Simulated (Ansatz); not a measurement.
# C4H12OSi: the cost of one run

All numbers below are computed with Ansatz 0.2.0 (RKS revPBE-D4/STO-3G).

## Step 1: The starting structure

Bond lengths (14 of 17 bonds, heavy atoms first): C1–C2 1.551 Å, C2–O3 1.458 Å, O3–C4 1.451 Å, C4–Si5 1.888 Å, Si5–C6 1.848 Å, C1–H7 1.104 Å, C1–H8 1.052 Å, C1–H9 1.118 Å, C2–H10 1.090 Å, C2–H11 1.116 Å, C4–H12 1.043 Å, C4–H13 1.192 Å, Si5–H14 1.510 Å, Si5–H15 1.503 Å. Angles (14 of 31 angles, heavy atoms first): C1–C2–O3 110.0°, C2–O3–C4 108.5°, O3–C4–Si5 115.8°, C4–Si5–C6 114.5°, C1–C2–H10 109.4°, C1–C2–H11 108.6°, O3–C2–H10 110.4°, O3–C2–H11 110.0°, C2–C1–H7 106.9°, C2–C1–H8 110.8°, C2–C1–H9 105.6°, O3–C4–H12 115.0°, O3–C4–H13 101.7°, Si5–C4–H12 111.3°.

Coordinates:

```xyz
18

C     1.2705   -2.4200   -1.0922
C     1.3160   -0.9184   -0.7069
O     0.0534   -0.2761   -1.0499
C     0.1342    1.1252   -0.6807
Si   -0.5138    1.5612    1.0386
C    -2.1898    0.8833    1.4208
H     1.0451   -2.4678   -2.1718
H     2.1884   -2.8885   -0.8793
H     0.3989   -2.8463   -0.5358
H     2.1415   -0.4353   -1.2294
H     1.5005   -0.8373    0.3903
H     1.0559    1.5774   -0.8647
H    -0.6945    1.6102   -1.3875
H    -0.5799    3.0605    1.2097
H     0.4653    1.0474    2.0569
H    -2.5104    1.1724    2.4489
H    -2.1711   -0.1963    1.3538
H    -2.9477    1.2599    0.7309
```

## Step 2: End point A

The input, input.yaml:

```yaml
crystal:
  periodic: [false, false, false]
  atoms:
    - { symbol: C, position_ang: [1.2705, -2.42, -1.0922] }
    - { symbol: C, position_ang: [1.316, -0.9184, -0.7069] }
    - { symbol: O, position_ang: [0.0534, -0.2761, -1.0499] }
    - { symbol: C, position_ang: [0.1342, 1.1252, -0.6807] }
    - { symbol: Si, position_ang: [-0.5138, 1.5612, 1.0386] }
    - { symbol: C, position_ang: [-2.1898, 0.8833, 1.4208] }
    - { symbol: H, position_ang: [1.0451, -2.4678, -2.1718] }
    - { symbol: H, position_ang: [2.1884, -2.8885, -0.8793] }
    - { symbol: H, position_ang: [0.3989, -2.8463, -0.5358] }
    - { symbol: H, position_ang: [2.1415, -0.4353, -1.2294] }
    - { symbol: H, position_ang: [1.5005, -0.8373, 0.3903] }
    - { symbol: H, position_ang: [1.0559, 1.5774, -0.8647] }
    - { symbol: H, position_ang: [-0.6945, 1.6102, -1.3875] }
    - { symbol: H, position_ang: [-0.5799, 3.0605, 1.2097] }
    - { symbol: H, position_ang: [0.4653, 1.0474, 2.0569] }
    - { symbol: H, position_ang: [-2.5104, 1.1724, 2.4489] }
    - { symbol: H, position_ang: [-2.1711, -0.1963, 1.3538] }
    - { symbol: H, position_ang: [-2.9477, 1.2599, 0.7309] }
basis:
  gaussian: { orbitals: STO-3G }
hamiltonian:
  xc: revpbe
  dispersion: d4
relax:
  f_tol: 0.015
  max_steps: 40
```

Started as:

```sh
$ ansatz run input.yaml --threads 1 --pin off --max-ram 2048MiB --backend cpu --events-out ev --progress --plain --runs-dir out
```

**Question.** How long does this run take on 1 thread of Arm Neoverse V1, shared host, and how much memory does it need?

About 63 s, with a peak of 0.14 GiB.
